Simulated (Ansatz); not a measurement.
**ZnS: a point defect seen from the nuclei (N on an S site)**

How do the nuclei near a point defect see it? The defect is N on an S site in ZnS (cell charge -1), first unrelaxed. The cell is a supercell built from a computed entry of the Materials Project. Planned: a single point, then a relaxation, then r2SCAN.

Computed with Ansatz 0.2.0 (DFT, PBE, plane-wave PAW, default files, scalar-relativistic, as far as a step names no other, unless a step's input says otherwise).

## (1) Starting point

It takes space group P3m1 (No. 156, trigonal). Conventional cell: a = 7.612 Å, b = 7.612 Å, c = 12.476 Å, α = 90.00°, β = 90.00°, γ = 120.00°. Around Zn (site symmetry 3m) lie 3 S at 2.33 Å and 1 N at 2.34 Å. Around Zn (site symmetry 3m) lie 4 S at 2.33 to 2.34 Å. Around Zn (site symmetry m) lie 4 S at 2.33 to 2.34 Å. Zn (site symmetry m) has 3 S at 2.33 to 2.34 Å and 1 N at 2.33 Å as nearest neighbours. Only part of the 16 independent sites is listed.

As a file:

```
Zn N S
1.0
     7.61159    0.00000    0.00000
    -3.80580    6.59183    0.00000
     0.00000    0.00000   12.47596
Zn N S
16 1 15
Direct
  0.16667 0.33333 0.00007
  0.16667 0.33333 0.50007
  0.16667 0.83333 0.00007
  0.16667 0.83333 0.50007
  0.66667 0.33333 0.00007
  0.66667 0.33333 0.50007
  0.66667 0.83333 0.00007
  0.66667 0.83333 0.50007
  0.33333 0.16667 0.25007
  0.33333 0.16667 0.75007
  0.33333 0.66667 0.25007
  0.33333 0.66667 0.75007
  0.83333 0.16667 0.25007
  0.83333 0.16667 0.75007
  0.83333 0.66667 0.25007
  0.83333 0.66667 0.75007
  0.16667 0.33333 0.18743
  0.16667 0.33333 0.68743
  0.16667 0.83333 0.18743
  0.16667 0.83333 0.68743
  0.66667 0.33333 0.18743
  0.66667 0.33333 0.68743
  0.66667 0.83333 0.18743
  0.66667 0.83333 0.68743
  0.33333 0.16667 0.43743
  0.33333 0.16667 0.93743
  0.33333 0.66667 0.43743
  0.33333 0.66667 0.93743
  0.83333 0.16667 0.43743
  0.83333 0.16667 0.93743
  0.83333 0.66667 0.43743
  0.83333 0.66667 0.93743
```

Atom 17 of the input is the impurity.

## (2) Gradients at the starting positions

input.yaml reads:

```yaml
crystal:
  lattice:
    - [7.6115929341, 0.0, 0.0]
    - [-3.8057964671, 6.5918328442, 0.0]
    - [0.0, 0.0, 12.47596326]
  atoms:
    - { symbol: Zn, position: [0.1666666667, 0.3333333333, 6.984e-05] }
    - { symbol: Zn, position: [0.1666666667, 0.3333333333, 0.50006984] }
    - { symbol: Zn, position: [0.1666666667, 0.8333333333, 6.984e-05] }
    - { symbol: Zn, position: [0.1666666667, 0.8333333333, 0.50006984] }
    - { symbol: Zn, position: [0.6666666667, 0.3333333333, 6.984e-05] }
    - { symbol: Zn, position: [0.6666666667, 0.3333333333, 0.50006984] }
    - { symbol: Zn, position: [0.6666666667, 0.8333333333, 6.984e-05] }
    - { symbol: Zn, position: [0.6666666667, 0.8333333333, 0.50006984] }
    - { symbol: Zn, position: [0.3333333333, 0.1666666667, 0.25006984] }
    - { symbol: Zn, position: [0.3333333333, 0.1666666667, 0.75006984] }
    - { symbol: Zn, position: [0.3333333333, 0.6666666667, 0.25006984] }
    - { symbol: Zn, position: [0.3333333333, 0.6666666667, 0.75006984] }
    - { symbol: Zn, position: [0.8333333333, 0.1666666667, 0.25006984] }
    - { symbol: Zn, position: [0.8333333333, 0.1666666667, 0.75006984] }
    - { symbol: Zn, position: [0.8333333333, 0.6666666667, 0.25006984] }
    - { symbol: Zn, position: [0.8333333333, 0.6666666667, 0.75006984] }
    - { symbol: "N", position: [0.1666666667, 0.3333333333, 0.18743016] }
    - { symbol: S, position: [0.1666666667, 0.3333333333, 0.68743016] }
    - { symbol: S, position: [0.1666666667, 0.8333333333, 0.18743016] }
    - { symbol: S, position: [0.1666666667, 0.8333333333, 0.68743016] }
    - { symbol: S, position: [0.6666666667, 0.3333333333, 0.18743016] }
    - { symbol: S, position: [0.6666666667, 0.3333333333, 0.68743016] }
    - { symbol: S, position: [0.6666666667, 0.8333333333, 0.18743016] }
    - { symbol: S, position: [0.6666666667, 0.8333333333, 0.68743016] }
    - { symbol: S, position: [0.3333333333, 0.1666666667, 0.43743016] }
    - { symbol: S, position: [0.3333333333, 0.1666666667, 0.93743016] }
    - { symbol: S, position: [0.3333333333, 0.6666666667, 0.43743016] }
    - { symbol: S, position: [0.3333333333, 0.6666666667, 0.93743016] }
    - { symbol: S, position: [0.8333333333, 0.1666666667, 0.43743016] }
    - { symbol: S, position: [0.8333333333, 0.1666666667, 0.93743016] }
    - { symbol: S, position: [0.8333333333, 0.6666666667, 0.43743016] }
    - { symbol: S, position: [0.8333333333, 0.6666666667, 0.93743016] }
total_charge: -1
kpoints:
  mp_grid: { grid: [3, 3, 2] }
scf:
  occupations: { method: fermi_dirac, width: 0.01 }
hamiltonian:
  xc: pbe
  pseudopotentials: { kind: paw }
output:
  forces: true
  stress: true
  populations: true
  efg:
    quadrupole_moments_barn: { Zn: 0.122, "N": 0.02044, S: -0.0694 }
    contact_densities: true
  write_density: true
  write_potential: true
  elf: true
  volumetric_format: npy
```

Run with:

```console
ansatz run input.yaml --threads 1 --pin off --max-ram 3072MiB --backend cpu --events-out ev --progress --plain --runs-dir out
```

What it wrote:

```text
Warning: RAYON_NUM_THREADS=1 ignored (pool sized by the plan → 1); use --threads N
Engine: ansatz 0.2.0, x86_64-unknown-linux-gnu
Pseudopotentials: kind: paw
Pseudopotential: Zn, paw, valence charge 12, recommended cutoff 420 eV (normal), Zn.paw.azcp
Pseudopotential: N, paw, valence charge 5, recommended cutoff 420 eV (normal), N.paw.azcp
Pseudopotential: S, paw, valence charge 6, recommended cutoff 420 eV (normal), S.paw.azcp
Functional definition: PBE
  parameter kappa = 0.804
  parameter beta = 0.06672455060314922
  exchange = pbe_x(kappa = kappa, mu = beta*pi^2/3)
  correlation = pbe_c(beta = beta)
Crystal: 32 atoms, lattice volume = 625.973 Å³
Basis set: ecut = 420 eV, 12263 PW (Γ), exchange–correlation on 108×108×180 points (8 copies of the dense FFT grid, shifted against one another)
Bands: 176, of which v1, the nominal top of the filled ones, is band 144 counted from 1 (143 counted from 0)
Symmetry: 6 space group operations
Space group: P3m1 (ITA 156), of the structure as read, at distance tolerance 8.6e-5 Å
k-points: 6 of 18 (time reversal used)
Non-local potential: Zn, projectors of the file, l = 0: 2, l = 1: 2, l = 2: 3, l = 3: 1
Non-local potential: N, projectors of the file, l = 0: 2, l = 1: 2, l = 2: 1
Non-local potential: S, projectors of the file, l = 0: 2, l = 1: 2, l = 2: 2
PAW form: soft (Blöchl's): semilocal exchange-correlation on the pseudo side does not see the compensation charge
PAW one-centre angular grid: Zn, 590 points (default); XC on 64 Gauss nodes
PAW one-centre angular grid: N, 110 points (default); XC on 64 Gauss nodes
PAW one-centre angular grid: S, 110 points (default); XC on 64 Gauss nodes
Initial density: superposition of atomic densities (neutral atoms scaled as one to the charged cell's electrons: chi_scale 0, normalization atom), corrected by the library's trained network
Initial wavefunctions: pseudopotential atomic-orbital guess
Functional: x = pbe(κ = 0.804, μ = 0.2195149727645171), c = pbe(β = 0.06672455060314922)
SCF iter   1: F=—  HF=-67034.857889 eV  |F-HF|=—  |Δ(HF+E_count)|=         —  Δρ=1.73e-2  dr2=1.86e0  ethr=1.77e-3  ⟨swp⟩=6.8  Hψ=4544  notcnv=0  defer=40
preconditioner: auto → Resta (q_TF=auto, 2.397 Å⁻¹)  ε∞=7.0  [insulator: Δε(μ)=1.305 eV  Ē_g=10.315 eV  σ=0.010 eV  W_gap=1.00  n_scr=134 (ndim 8)  ℏωp=25.2 eV  f_vac=0.040  D(μ)=0.00/eV (n_scr^D=0)  ε∞_Penn≈7.0]
SCF iter   2: F=—  HF=-67034.448814 eV  |F-HF|=—  |Δ(HF+E_count)|=   4.09e-1  Δρ=5.51e-3  dr2=2.07e-1  ethr=6.46e-4  ⟨swp⟩=2.0  Hψ=2023  notcnv=0  defer=161
SCF iter   3: F=—  HF=-67034.359556 eV  |F-HF|=—  |Δ(HF+E_count)|=   8.93e-2  Δρ=2.63e-3  dr2=1.08e-1  ethr=7.18e-5  ⟨swp⟩=2.0  Hψ=2023  notcnv=0  defer=161
SCF iter   4: F=—  HF=-67034.333381 eV  |F-HF|=—  |Δ(HF+E_count)|=   2.62e-2  Δρ=1.21e-3  dr2=1.87e-2  ethr=3.76e-5  ⟨swp⟩=3.3  Hψ=1656  notcnv=0  defer=161
SCF iter   5: F=—  HF=-67034.333856 eV  |F-HF|=—  |Δ(HF+E_count)|=   4.75e-4  Δρ=1.41e-3  dr2=1.48e-2  ethr=6.49e-6  ⟨swp⟩=2.2  Hψ=2033  notcnv=0  defer=156
SCF iter   6: F=—  HF=-67034.330654 eV  |F-HF|=—  |Δ(HF+E_count)|=   3.20e-3  Δρ=1.81e-4  dr2=4.79e-4  ethr=5.12e-6  ⟨swp⟩=2.5  Hψ=1713  notcnv=0  defer=156
SCF iter   7: F=—  HF=-67034.330894 eV  |F-HF|=—  |Δ(HF+E_count)|=   2.39e-4  Δρ=8.29e-5  dr2=5.96e-5  ethr=1.66e-7  ⟨swp⟩=2.0  Hψ=1701  notcnv=0  defer=156
SCF iter   8: F=—  HF=-67034.330358 eV  |F-HF|=—  |Δ(HF+E_count)|=   5.36e-4  Δρ=7.22e-5  dr2=1.85e-5  ethr=2.07e-8  ⟨swp⟩=2.0  Hψ=1711  notcnv=0  defer=156
SCF iter   9: F=—  HF=-67034.330351 eV  |F-HF|=—  |Δ(HF+E_count)|=   7.16e-6  Δρ=1.92e-5  dr2=3.59e-6  ethr=6.43e-9  ⟨swp⟩=2.0  Hψ=1674  notcnv=0  defer=156
SCF iter  10: F=—  HF=-67034.330353 eV  |F-HF|=—  |Δ(HF+E_count)|=   2.29e-6  Δρ=5.80e-6  dr2=3.59e-7  ethr=1.25e-9  ⟨swp⟩=2.0  Hψ=1674  notcnv=0  defer=156
SCF iter  11: F=-67034.330353 eV  HF=-67034.330353 eV  |F-HF|=2.20e-8  |Δ(HF+E_count)|=   5.02e-7  Δρ=1.61e-6  dr2=2.44e-8  ethr=3.47e-11  ⟨swp⟩=18.8  Hψ=9119  notcnv=0
SCF 1 converged in 11 iterations: F = -67034.330353 eV  dr2 = 2.44e-8
SCF converged after 11 iterations
Free energy (F): -67034.330353 eV
Harris-Foulkes:  -67034.330353 eV  (|F-HF|=2.20e-8)
Internal energy: -67034.330353 eV  (E = F + TS)
E sigma→0 (E₀):  -67034.330353 eV
Fermi energy:    7.434254 eV
--- Per-component energies (eV) ---
  E_band       = 61.114116
  E_kinetic    = 3839.901422
  E_local      = -32769.888917  (includes V_loc(G=0)·N_el)
  E_nonlocal   = 10304.322387
  E_hartree    = 13684.049524
  E_xc         = -3719.783621
  E_vxc        = -2229.887851  (∫ρ·V_xc dr)
  E_paw        = -38383.242198  (= ΣΔE_a)
  E_vpaw       = -6451.426066  (= ΣTr[D̂ρ^β])
  E_aug_tail   = -0.005873  (compensation charges beyond the density's cutoff)
  E_ewald      = -19989.683077
  E_smearing   = -0.000000  (= −TS)
  E_closure    = 0.000000  (closes the sum)
  E_deformation_potential = -11.744184  (in the stress; not in F)
  Σ components = -67034.330353   (vs F -67034.330353, Δ=0.00e0)
--- Forces (eV/Å), atoms counted from 1 ---
  atom   1  Zn    -0.00000000    -0.00000000     2.59267275
  atom   2  Zn     0.00000000     0.00000000    -0.25317308
  atom   3  Zn     0.05116626     0.02954086     0.23004992
  atom   4  Zn     0.08576734     0.04951780    -0.08864749
  atom   5  Zn     0.00000000    -0.05908171     0.23004992
  atom   6  Zn     0.00000000    -0.09903559    -0.08864749
  atom   7  Zn    -0.05116626     0.02954086     0.23004992
  atom   8  Zn    -0.08576734     0.04951780    -0.08864749
  atom   9  Zn    -2.00225952     1.15600508    -1.01382124
  atom  10  Zn     0.02774009    -0.01601575     0.19821090
  atom  11  Zn     0.00000000    -2.31201015    -1.01382124
  atom  12  Zn    -0.00000000     0.03203150     0.19821090
  atom  13  Zn     2.00225952     1.15600508    -1.01382124
  atom  14  Zn    -0.02774009    -0.01601575     0.19821090
  atom  15  Zn     0.00000000     0.00000000    -0.25317454
  atom  16  Zn     0.00000000    -0.00000000     0.11094183
  atom  17  N     -0.00000000     0.00000000     0.08305350
  atom  18  S      0.00000000     0.00000000    -0.00814416
  atom  19  S     -0.02545423    -0.01469601    -0.03188980
  atom  20  S     -0.04063248    -0.02345917    -0.01945004
  atom  21  S     -0.00000000     0.02939202    -0.03188980
  atom  22  S     -0.00000000     0.04691835    -0.01945004
  atom  23  S      0.02545423    -0.01469601    -0.03188980
  atom  24  S      0.04063248    -0.02345917    -0.01945004
  atom  25  S      0.05835249    -0.03368982     0.25519803
  atom  26  S      0.08053067    -0.04649440    -0.27265206
  atom  27  S     -0.00000000     0.06737965     0.25519803
  atom  28  S     -0.00000000     0.09298881    -0.27265206
  atom  29  S     -0.05835249    -0.03368982     0.25519803
  atom  30  S     -0.08053067    -0.04649440    -0.27265206
  atom  31  S     -0.00000000    -0.00000000     0.10429743
  atom  32  S      0.00000000     0.00000000    -0.14745258
  max |Σ_I F_I| component: 1.58e-5 eV/Å
--- Stress (GPa, compression-positive) ---
        0.714741       0.000000      -0.000000
       -0.000000       0.714741      -0.000000
       -0.000000      -0.000000       0.669822
  P = ⅓ Tr σ = 0.6998 GPa (6.998 kbar)
--- PAW observables at the nuclei: V_zz in 10²¹ V/m², potentials from the cell's mean, atoms counted from 1 ---
  atom   1  Zn V_zz =    -1.096108   η = 0.0000   by run symmetry: allowed   C_q = -3.2335 MHz
            electrostatic potential = -3942.019417 V   contact ρ = 166604.603730 e/Å³
  atom   2  Zn V_zz =    +0.443124   η = 0.0000   by run symmetry: allowed   C_q = +1.3072 MHz
            electrostatic potential = -3941.278012 V   contact ρ = 166604.043620 e/Å³
  atom   3  Zn V_zz =    -0.516191   η = 0.6646   by run symmetry: allowed   C_q = -1.5227 MHz
            electrostatic potential = -3941.357934 V   contact ρ = 166604.052519 e/Å³
  atom   4  Zn V_zz =    +0.509052   η = 0.5794   by run symmetry: allowed   C_q = +1.5017 MHz
            electrostatic potential = -3941.240554 V   contact ρ = 166604.407643 e/Å³
  atom   5  Zn V_zz =    -0.516191   η = 0.6646   by run symmetry: allowed   C_q = -1.5227 MHz
            electrostatic potential = -3941.357934 V   contact ρ = 166604.052519 e/Å³
  atom   6  Zn V_zz =    +0.509052   η = 0.5794   by run symmetry: allowed   C_q = +1.5017 MHz
            electrostatic potential = -3941.240554 V   contact ρ = 166604.407643 e/Å³
  atom   7  Zn V_zz =    -0.516191   η = 0.6646   by run symmetry: allowed   C_q = -1.5227 MHz
            electrostatic potential = -3941.357934 V   contact ρ = 166604.052519 e/Å³
  atom   8  Zn V_zz =    +0.509052   η = 0.5794   by run symmetry: allowed   C_q = +1.5017 MHz
            electrostatic potential = -3941.240554 V   contact ρ = 166604.407643 e/Å³
  atom   9  Zn V_zz =    +1.103697   η = 0.7740   by run symmetry: allowed   C_q = +3.2558 MHz
            electrostatic potential = -3942.186939 V   contact ρ = 166604.580484 e/Å³
  atom  10  Zn V_zz =    -0.616185   η = 0.0605   by run symmetry: allowed   C_q = -1.8177 MHz
            electrostatic potential = -3941.143619 V   contact ρ = 166604.430441 e/Å³
  atom  11  Zn V_zz =    +1.103697   η = 0.7740   by run symmetry: allowed   C_q = +3.2558 MHz
            electrostatic potential = -3942.186939 V   contact ρ = 166604.580485 e/Å³
  atom  12  Zn V_zz =    -0.616185   η = 0.0605   by run symmetry: allowed   C_q = -1.8177 MHz
            electrostatic potential = -3941.143619 V   contact ρ = 166604.430441 e/Å³
  atom  13  Zn V_zz =    +1.103697   η = 0.7740   by run symmetry: allowed   C_q = +3.2558 MHz
            electrostatic potential = -3942.186939 V   contact ρ = 166604.580484 e/Å³
  atom  14  Zn V_zz =    -0.616185   η = 0.0605   by run symmetry: allowed   C_q = -1.8177 MHz
            electrostatic potential = -3941.143619 V   contact ρ = 166604.430441 e/Å³
  atom  15  Zn V_zz =    +0.974757   η = 0.0000   by run symmetry: allowed   C_q = +2.8755 MHz
            electrostatic potential = -3941.514052 V   contact ρ = 166604.085479 e/Å³
  atom  16  Zn V_zz =    -0.232689   η = 0.0000   by run symmetry: allowed   C_q = -0.6864 MHz
            electrostatic potential = -3941.099673 V   contact ρ = 166604.294548 e/Å³
  atom  17  N  V_zz =    +0.867710   η = 0.0000   by run symmetry: allowed   C_q = +0.4289 MHz
            electrostatic potential = -515.169726 V   contact ρ = 1418.084036 e/Å³
  atom  18  S  V_zz =    -0.233228   η = 0.0000   by run symmetry: allowed   C_q = +0.3914 MHz
            electrostatic potential = -1632.631909 V   contact ρ = 19764.935154 e/Å³
  atom  19  S  V_zz =    -1.952967   η = 0.7764   by run symmetry: allowed   C_q = +3.2772 MHz
            electrostatic potential = -1633.184217 V   contact ρ = 19765.211642 e/Å³
  atom  20  S  V_zz =    -0.236061   η = 0.5152   by run symmetry: allowed   C_q = +0.3961 MHz
            electrostatic potential = -1632.640198 V   contact ρ = 19764.976302 e/Å³
  atom  21  S  V_zz =    -1.952967   η = 0.7764   by run symmetry: allowed   C_q = +3.2772 MHz
            electrostatic potential = -1633.184217 V   contact ρ = 19765.211642 e/Å³
  atom  22  S  V_zz =    -0.236061   η = 0.5152   by run symmetry: allowed   C_q = +0.3961 MHz
            electrostatic potential = -1632.640198 V   contact ρ = 19764.976302 e/Å³
  atom  23  S  V_zz =    -1.952967   η = 0.7764   by run symmetry: allowed   C_q = +3.2772 MHz
            electrostatic potential = -1633.184217 V   contact ρ = 19765.211642 e/Å³
  atom  24  S  V_zz =    -0.236061   η = 0.5152   by run symmetry: allowed   C_q = +0.3961 MHz
            electrostatic potential = -1632.640198 V   contact ρ = 19764.976302 e/Å³
  atom  25  S  V_zz =    -1.085955   η = 0.3160   by run symmetry: allowed   C_q = +1.8223 MHz
            electrostatic potential = -1632.884640 V   contact ρ = 19765.165067 e/Å³
  atom  26  S  V_zz =    -1.194736   η = 0.7440   by run symmetry: allowed   C_q = +2.0049 MHz
            electrostatic potential = -1632.891725 V   contact ρ = 19765.162873 e/Å³
  atom  27  S  V_zz =    -1.085955   η = 0.3160   by run symmetry: allowed   C_q = +1.8223 MHz
            electrostatic potential = -1632.884640 V   contact ρ = 19765.165067 e/Å³
  atom  28  S  V_zz =    -1.194736   η = 0.7440   by run symmetry: allowed   C_q = +2.0049 MHz
            electrostatic potential = -1632.891725 V   contact ρ = 19765.162873 e/Å³
  atom  29  S  V_zz =    -1.085955   η = 0.3160   by run symmetry: allowed   C_q = +1.8223 MHz
            electrostatic potential = -1632.884640 V   contact ρ = 19765.165067 e/Å³
  atom  30  S  V_zz =    -1.194736   η = 0.7440   by run symmetry: allowed   C_q = +2.0049 MHz
            electrostatic potential = -1632.891725 V   contact ρ = 19765.162873 e/Å³
  atom  31  S  V_zz =    -0.169906   η = 0.0000   by run symmetry: allowed   C_q = +0.2851 MHz
            electrostatic potential = -1632.749140 V   contact ρ = 19764.926939 e/Å³
  atom  32  S  V_zz =    +0.647804   η = 0.0000   by run symmetry: allowed   C_q = -1.0871 MHz
            electrostatic potential = -1632.759624 V   contact ρ = 19764.922305 e/Å³
--- Band table (eV; the first three rows and the last of 6) ---
[... 4 lines left out ...]
--- Löwdin populations: 32 sites ---
  site symbol       q [e]
     0     Zn     10.7616
     1     Zn     10.7201
     2     Zn     10.7196
     3     Zn     10.7251
     4     Zn     10.7196
     5     Zn     10.7251
     6     Zn     10.7196
     7     Zn     10.7251
     8     Zn     10.7595
     9     Zn     10.7250
    10     Zn     10.7595
    11     Zn     10.7250
    12     Zn     10.7595
    13     Zn     10.7250
    14     Zn     10.7196
    15     Zn     10.7238
    16      N      6.4698
    17      S      7.1027
    18      S      7.0950
    19      S      7.1036
    20      S      7.0950
    21      S      7.1036
    22      S      7.0950
    23      S      7.1036
    24      S      7.0987
    25      S      7.0969
    26      S      7.0987
    27      S      7.0969
    28      S      7.0987
    29      S      7.0969
    30      S      7.1004
    31      S      7.1007
  spilling = 0.011568 (of n_electrons = 288.000000)
```

It took 2 min on 1 thread of Intel Xeon Platinum 8488C (Sapphire Rapids), shared host; peak memory 1.3 GiB.

State: gap on the mesh 0.71 eV, largest force 2.593 eV/Å, pressure 0.7 GPa.

Site by site (atoms counted from 1): 11 of 16, those nearest the defect, the farthest of each element and the two largest gradients.

| site | atoms | distance from the defect (Å) | V_zz (10²¹ V/m²) | η | C_Q (MHz) |
| --- | --- | --- | --- | --- | --- |
| N | 17 | 0.00 | 0.87 | 0.00 | 0.429 (¹⁴N) |
| Zn9 | 9, 11, 13 | 2.33 | 1.10 | 0.77 | 3.26 (⁶⁷Zn) |
| Zn1 | 1 | 2.34 | -1.10 | 0.00 | -3.23 (⁶⁷Zn) |
| S19 | 19, 21, 23 | 3.81 | -1.95 | 0.78 | 3.28 (³³S) |
| S25 | 25, 27, 29 | 3.82 | -1.09 | 0.32 | 1.82 (³³S) |
| S26 | 26, 28, 30 | 3.82 | -1.19 | 0.74 | 2.00 (³³S) |
| Zn2 | 2 | 3.90 | 0.44 | 0.00 | 1.31 (⁶⁷Zn) |
| Zn15 | 15 | 4.46 | 0.97 | 0.00 | 2.88 (⁶⁷Zn) |
| Zn3 | 3, 5, 7 | 4.47 | -0.52 | 0.66 | -1.52 (⁶⁷Zn) |
| Zn16 | 16 | 7.01 | -0.23 | 0.00 | -0.686 (⁶⁷Zn) |
| S20 | 20, 22, 24 | 7.31 | -0.24 | 0.52 | 0.396 (³³S) |

C_Q = eQV_zz/h, which is 24.18 MHz for Q = 1 b and V_zz = 10²¹ V/m²; η = (V_xx − V_yy)/V_zz. Quadrupole moments are those of Pyykkö's year-2017 table.

Direction of the V_zz axis (Cartesian unit vector):

| site | atom | x | y | z |
| --- | --- | --- | --- | --- |
| Zn1 | 1 | 0.00 | 0.00 | 1.00 |
| Zn2 | 2 | 0.00 | 0.00 | 1.00 |
| Zn3 | 3 | -0.17 | -0.10 | 0.98 |
| Zn4 | 4 | 0.11 | 0.06 | 0.99 |
| Zn9 | 9 | -0.12 | 0.07 | 0.99 |
| Zn10 | 10 | 0.12 | -0.07 | 0.99 |
| Zn15 | 15 | 0.00 | 0.00 | 1.00 |
| Zn16 | 16 | 0.00 | 0.00 | 1.00 |
| N | 17 | 0.00 | 0.00 | 1.00 |
| S18 | 18 | 0.00 | 0.00 | 1.00 |

Density in a lattice plane of the grid's cell (edges 7.61 and 12.48 Å, at 0.333 of the third edge), which holds Zn and N and S.

Values in e/Å³, 12 rows by 8 columns:
```
 0.22  0.22  0.17  0.28  0.22  0.22  0.17  0.28
 0.07  0.04  0.04  0.08  0.07  0.04  0.04  0.08
 0.21  0.75  0.54  0.18  0.22  0.75  0.54  0.18
 0.22  0.94  1.00  0.11  0.23  0.93  1.01  0.11
 0.07  0.41  0.26  0.04  0.07  0.41  0.26  0.04
 0.24 15.04  1.90  0.19  0.22 15.65  1.76  0.17
 0.22  0.21  0.17  0.28  0.22  0.21  0.17  0.28
 0.06  0.04  0.04  0.08  0.06  0.05  0.04  0.08
 0.16  0.59  0.35  0.16  0.21  0.74  0.53  0.17
 0.14  2.60  1.08  0.08  0.23  0.92  1.00  0.11
 0.06  0.31  0.20  0.03  0.07  0.42  0.26  0.04
 0.23 16.59  2.01  0.19  0.21 17.28  1.86  0.17
```
Columns run along the first of these edges and rows up along the second, over one cell in 8 and 12 even steps from the bottom left corner. Atoms in the plane (fractional): Zn at (0.17, 0.00), Zn at (0.17, 0.50), Zn at (0.67, 0.00), Zn at (0.67, 0.50), N at (0.17, 0.19), S at (0.17, 0.69), S at (0.67, 0.19), S at (0.67, 0.69).

ELF in the same plane.

Values, 12 rows by 8 columns:
```
0.58 0.17 0.17 0.68 0.57 0.17 0.18 0.68
0.11 0.04 0.04 0.18 0.11 0.04 0.04 0.18
0.29 0.81 0.80 0.17 0.31 0.81 0.80 0.17
0.58 0.41 0.78 0.22 0.57 0.42 0.79 0.21
0.11 0.34 0.31 0.04 0.11 0.34 0.31 0.04
0.30 0.00 0.10 0.50 0.31 0.00 0.09 0.50
0.57 0.16 0.17 0.68 0.57 0.16 0.18 0.68
0.10 0.03 0.04 0.15 0.10 0.04 0.04 0.15
0.22 0.74 0.67 0.16 0.30 0.81 0.80 0.17
0.37 0.65 0.80 0.16 0.56 0.44 0.80 0.22
0.10 0.23 0.23 0.04 0.11 0.34 0.32 0.04
0.27 0.00 0.10 0.47 0.29 0.00 0.09 0.49
```
Columns run along the first of these edges and rows up along the second, over one cell in 8 and 12 even steps from the bottom left corner. Atoms in the plane (fractional): Zn at (0.17, 0.00), Zn at (0.17, 0.50), Zn at (0.67, 0.00), Zn at (0.67, 0.50), N at (0.17, 0.19), S at (0.17, 0.69), S at (0.67, 0.19), S at (0.67, 0.69).

Both are smooth fields of the valence electrons: close to the nuclei they are not physical.

Maxima of ELF outside the ion cores: 0.90 on the S–Zn line, 0.8 Å from S; 0.89 in the shell around S, 0.7 Å from S; 0.86 in the shell around N, 0.7 Å from N.

[end of part 1 of 3]
